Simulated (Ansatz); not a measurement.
# AlBrClH₃OSi: basis-set convergence

One table from this session's results is given with a row withheld; the runs are named, their logs left out.

Method: one geometry, several basis sets; program: Ansatz 0.2.0, Gaussian basis.

The runs, in order: PBE0-D4/def2-SVP; ωB97M-V/def2-SVP; PBE0-D4/def2-QZVPP; ωB97M-V/def2-QZVPP; the functionals' def2-TZVPP values are taken from earlier runs.

## The relaxed structure

An earlier PBE0-D4 in a triple-zeta def2 set relaxation fixed the geometry.

SMILES `[SiH3][O][Al]([Cl])[Br]`, 8 atoms, charge 0, spin multiplicity 1.

Atoms are counted from 1 here; the program's logs count them from 0.

Bond lengths: Si1–O2 1.630 Å, Si1–H6 1.485 Å, Si1–H7 1.486 Å, Si1–H8 1.485 Å, O2–Al3 1.659 Å, Al3–Cl4 2.073 Å, Al3–Br5 2.230 Å. Angles: O2–Si1–H6 109.5°, O2–Si1–H7 110.0°, O2–Si1–H8 109.4°, H6–Si1–H7 109.2°, H6–Si1–H8 109.4°, H7–Si1–H8 109.3°, Si1–O2–Al3 174.3°, O2–Al3–Cl4 120.1°, O2–Al3–Br5 120.3°, Cl4–Al3–Br5 119.6°.

Set-up of the first run:

Input file in.yaml:

```yaml
crystal:
  periodic: [false, false, false]
  atoms:
    - {symbol: Si, position_ang: [-1.239229, -0.098543, 0.848945]}
    - {symbol: O, position_ang: [0.138424, -0.095446, -0.022587]}
    - {symbol: Al, position_ang: [1.486511, 0.046469, -0.979767]}
    - {symbol: Cl, position_ang: [2.948002, -1.423790, -0.940077]}
    - {symbol: Br, position_ang: [1.738510, 1.815236, -2.314172]}
    - {symbol: H, position_ang: [-1.746326, -1.488939, 0.971845]}
    - {symbol: H, position_ang: [-2.266072, 0.739003, 0.177360]}
    - {symbol: H, position_ang: [-0.967620, 0.448910, 2.202653]}
basis:
  gaussian: {orbitals: def2-SVP}
hamiltonian: {xc: pbe0, dispersion: d4}
output: {orbitals: {seedname: orbitals}}
```

Started as:

```
$ ansatz run in.yaml --threads 4 --pin off --events-out ev --progress --plain --max-ram 10444MiB
```

Among the steps run: PBE0-D4 in def2-SVP; ωB97M-V in def2-SVP; PBE0-D4 in def2-QZVPP; ωB97M-V in def2-QZVPP.

One table of the session follows, with a row left open; its other results are not shown here.

It belongs to the step «Density functionals: the series». 

| functional | basis | HOMO (eV) |
| --- | --- | --- |
| PBE0-D4 | def2-SVP | -8.64 |
| PBE0-D4 | def2-TZVPP | -8.76 |
| PBE0-D4 | def2-QZVPP | -8.78 |
| ωB97M-V | def2-SVP | -10.83 |
| ωB97M-V | def2-TZVPP | ? |
| ωB97M-V | def2-QZVPP | -11.01 |

Q: Estimate the row for ωB97M-V, def2-TZVPP from the others.

The run gave: HOMO (eV): -10.99. In the column «HOMO (eV)» it lies between ωB97M-V, def2-QZVPP (-11.01) and ωB97M-V, def2-SVP (-10.83).
